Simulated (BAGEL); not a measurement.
**Si2H3Cl2 (SMILES Cl[SiH][SiH2]Cl) at ROHF/6-31G(d) (density fitting with qzvpp-jkfit, spherical functions)**

What is the vertical doublet–quartet gap of Si2H3Cl2 at ROHF/6-31G* (density fitting with qzvpp-jkfit, spherical functions)? 

The calculation is run with BAGEL 1.2.2.

6 further runs of the same task are left out: 5 that didn't finish, 1 set aside as unsound or not needed.

## 1. The system as given

Si2H3Cl2 has 7 atoms, charge 0, and is taken as a doublet. As SMILES, `Cl[SiH][SiH2]Cl`. The shape is that of a PBE0-D4/def2-TZVP optimisation. This is one conformer, not always the lowest.

Bond lengths: Cl1–Si2 2.062 Å, Si2–Si3 2.336 Å, Si3–Cl4 2.060 Å, Si2–H5 1.490 Å, Si3–H6 1.485 Å, Si3–H7 1.482 Å. Angles: Cl1–Si2–Si3 109.1°, Si2–Si3–Cl4 106.7°, Cl1–Si2–H5 107.9°, Si3–Si2–H5 113.8°, Si2–Si3–H6 113.3°, Si2–Si3–H7 110.1°, Cl4–Si3–H6 108.2°, Cl4–Si3–H7 108.8°, H6–Si3–H7 109.5°.

## 2. The energy at ROHF/6-31G(d) (density fitting with qzvpp-jkfit, spherical functions)

input.json

```json
{ "bagel" : [

{
  "title" : "molecule",
  "basis" : "6-31gs.json",
  "df_basis" : "qzvpp-jkfit",
  "angstrom" : true,
  "geometry" : [
    { "atom" : "Cl", "xyz" : [    1.207900,    0.835500,   -2.379100 ] },
    { "atom" : "Si", "xyz" : [    0.658900,    1.167400,   -0.419000 ] },
    { "atom" : "Si", "xyz" : [   -0.196500,   -0.811400,    0.480700 ] },
    { "atom" : "Cl", "xyz" : [   -0.796700,   -0.378300,    2.403100 ] },
    { "atom" : "H", "xyz" : [   -0.305200,    2.302800,   -0.399800 ] },
    { "atom" : "H", "xyz" : [   -1.369800,   -1.336900,   -0.263300 ] },
    { "atom" : "H", "xyz" : [    0.862700,   -1.847200,    0.531800 ] }
  ]
},
{
  "title" : "rohf",
  "nopen" : 1
},
{
  "title" : "print",
  "file" : "orbitals.molden",
  "orbitals" : true
}

]}
```

The basis set 6-31G* is read from a file made from the Basis Set Exchange's data (not shown).

The run is started by

```console
$ BAGEL_NUM_THREADS=1 BAGEL input.json > input.out
```

Standard output:

```text
* using 1 threads per process

  ===============================================================
  ===============================================================

  *** Geometry ***

  { "atom" : "Cl", "xyz" : [      2.282600,      1.578866,     -4.495847 ] },
  { "atom" : "Si", "xyz" : [      1.245141,      2.206066,     -0.791795 ] },
  { "atom" : "Si", "xyz" : [     -0.371331,     -1.533324,      0.908391 ] },
  { "atom" : "Cl", "xyz" : [     -1.505545,     -0.714883,      4.541201 ] },
  { "atom" : "H", "xyz" : [     -0.576744,      4.351661,     -0.755513 ] },
  { "atom" : "H", "xyz" : [     -2.588547,     -2.526375,     -0.497565 ] },
  { "atom" : "H", "xyz" : [      1.630267,     -3.490702,      1.004956 ] },

  Number of auxiliary basis functions:      566

  Since a DF basis is specified, we compute 2- and 3-index integrals:
    o Being stored without compression. Storage requirement is 0.028 GB

  Number of basis functions:       78
  Number of electrons      :       65

    * METHOD: MOLECULE                             0.36

  *** Open-shell HF ***

  === Nuclear Repulsion ===
   304.6101169918

      * DIIS with orbital gradients will be used.

  === ROHF iteration (6-31gs.json) ===
      0      -1498.49713782          0.01828524           0.20
      1      -1498.57889665          0.00761270           0.20
      2      -1498.59240022          0.00311172           0.19
      3      -1498.59510947          0.00094167           0.19
      4      -1498.59568879          0.00026342           0.19
      5      -1498.59584142          0.00005957           0.19
      6      -1498.59588795          0.00001870           0.20
      7      -1498.59589640          0.00000797           0.20
      8      -1498.59589757          0.00000217           0.20
      9      -1498.59589834          0.00000087           0.20
     10      -1498.59589850          0.00000034           0.20
     11      -1498.59589850          0.00000012           0.20
     12      -1498.59589850          0.00000005           0.20
     13      -1498.59589850          0.00000002           0.20
     14      -1498.59589850          0.00000001           0.20
    * SCF iteration converged.

    * S^2 (ROHF) is 0.7500

    * Permanent dipole moment:
           (   -0.019943,     0.053863,    -0.033394) a.u.

    * METHOD: ROHF                                 3.16

    * METHOD: PRINT                                0.02

  ===============================================================
```

Run time: 3.9 s. Hardware: 1 thread of Arm Neoverse V1, shared host; peak memory 0.14 GiB.

## 3. The quartet

input.json

```json
{ "bagel": [

{
  "title": "molecule",
  "basis": "6-31gs.json",
  "df_basis": "qzvpp-jkfit",
  "angstrom": true,
  "geometry": [
    { "atom": "Cl", "xyz": [       1.207900,       0.835500,      -2.379100 ] },
    { "atom": "Si", "xyz": [       0.658900,       1.167400,      -0.419000 ] },
    { "atom": "Si", "xyz": [      -0.196500,      -0.811400,       0.480700 ] },
    { "atom": "Cl", "xyz": [      -0.796700,      -0.378300,       2.403100 ] },
    { "atom": "H", "xyz": [      -0.305200,       2.302800,      -0.399800 ] },
    { "atom": "H", "xyz": [      -1.369800,      -1.336900,      -0.263300 ] },
    { "atom": "H", "xyz": [       0.862700,      -1.847200,       0.531800 ] }
  ]
},

{ "title": "rohf", "nopen": 3 },

{ "title": "print", "file": "orbitals.molden", "orbitals": true }

]}
```

The basis set 6-31G* is read from a file made from the Basis Set Exchange's data (not shown).

The run is started by

```console
$ BAGEL_NUM_THREADS=1 BAGEL input.json > input.out
```

Standard output:

```text
* using 1 threads per process

  ===============================================================
  ===============================================================

  *** Geometry ***

  { "atom" : "Cl", "xyz" : [      2.282600,      1.578866,     -4.495847 ] },
  { "atom" : "Si", "xyz" : [      1.245141,      2.206066,     -0.791795 ] },
  { "atom" : "Si", "xyz" : [     -0.371331,     -1.533324,      0.908391 ] },
  { "atom" : "Cl", "xyz" : [     -1.505545,     -0.714883,      4.541201 ] },
  { "atom" : "H", "xyz" : [     -0.576744,      4.351661,     -0.755513 ] },
  { "atom" : "H", "xyz" : [     -2.588547,     -2.526375,     -0.497565 ] },
  { "atom" : "H", "xyz" : [      1.630267,     -3.490702,      1.004956 ] },

  Number of auxiliary basis functions:      566

  Since a DF basis is specified, we compute 2- and 3-index integrals:
    o Being stored without compression. Storage requirement is 0.028 GB

  Number of basis functions:       78
  Number of electrons      :       65

    * METHOD: MOLECULE                             0.35

  *** Open-shell HF ***

  === Nuclear Repulsion ===
   304.6101169918

      * DIIS with orbital gradients will be used.

  === ROHF iteration (6-31gs.json) ===
      0      -1498.23371268          0.01819724           0.21
      1      -1498.32981332          0.01033093           0.21
      2      -1498.35535868          0.00513117           0.21
      3      -1498.36416647          0.00171771           0.21
      4      -1498.36732239          0.00069100           0.21
      5      -1498.36830364          0.00030005           0.20
      6      -1498.36861159          0.00015892           0.20
      7      -1498.36871776          0.00009605           0.21
      8      -1498.36877687          0.00005252           0.21
      9      -1498.36880149          0.00003105           0.21
     10      -1498.36881026          0.00001613           0.21
     11      -1498.36881327          0.00000872           0.21
     12      -1498.36881391          0.00000513           0.21
     13      -1498.36881446          0.00000283           0.20
     14      -1498.36881442          0.00000176           0.20
     15      -1498.36881446          0.00000097           0.21
     16      -1498.36881450          0.00000046           0.21
     17      -1498.36881459          0.00000029           0.21
     18      -1498.36881461          0.00000018           0.21
     19      -1498.36881461          0.00000009           0.21
     20      -1498.36881463          0.00000006           0.20
     21      -1498.36881463          0.00000003           0.20
     22      -1498.36881463          0.00000002           0.21
     23      -1498.36881463          0.00000001           0.21
     24      -1498.36881463          0.00000001           0.20
    * SCF iteration converged.

    * S^2 (ROHF) is 3.7500

    * Permanent dipole moment:
           (    0.171594,     0.128256,    -0.113259) a.u.

    * METHOD: ROHF                                 5.37

    * METHOD: PRINT                                0.02

  ===============================================================
```

Run time: 6 s. Hardware: 1 thread of Arm Neoverse V1, shared host; peak memory 0.14 GiB.

## 4. What came out

At ROHF/6-31G* (density fitting with qzvpp-jkfit, spherical functions):

```
                                        quantity           value
                           doublet: total energy  -1498.59590 Eh
                          doublet: dipole moment          0.17 D
                                   doublet: ⟨S²⟩           0.750
                           quartet: total energy  -1498.36881 Eh
                          quartet: dipole moment          0.62 D
                                   quartet: ⟨S²⟩           3.750
vertical energy of the quartet above the doublet        6.179 eV
```

In words: At this shape the quartet lies 6.18 eV (142 kcal/mol) above the doublet.
